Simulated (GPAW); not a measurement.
The system is Mg3ZnC.

```
Zn Mg C
1.0
     4.40693    0.00000    0.00000
     0.00000    4.40693    0.00000
     0.00000    0.00000    4.40693
Zn Mg C
1 3 1
Cartesian
  0.0000 0.0000 0.0000
  2.2035 0.0000 2.2035
  2.2035 2.2035 0.0000
  0.0000 2.2035 2.2035
  2.2035 2.2035 2.2035
```

The cell comes from a database or a generator and needn't be the stable form of this composition.

Base run:

```yaml
Program: GPAW 26.7.0
Functional: PBE
Potentials_or_basis: GPAW PAW data sets (gpaw-data 1.2.1)
Cutoff: 800 eV
Basis: pw
k_mesh: 6 × 6 × 6
Occupations: fermi-dirac, width 0.05 eV
Spin: no spin polarisation
```

Its results: band gap on the k mesh none (metal or under the smearing width); pressure -0.3 GPa.

Task: The run is repeated on the same cell with these changes: dispersion from none to D3(BJ). What comes out?

Result: Band gap on the k mesh none (metal or under the smearing width); pressure -3.0 GPa.

Dispersion adds attraction, which lowers the pressure at fixed volume and, as a term added to the energy, leaves the levels alone.

Caveats: pairwise dispersion overbinds metals, which lowers pressure and volume (some runs).

Not every run made on this cell is shown here.
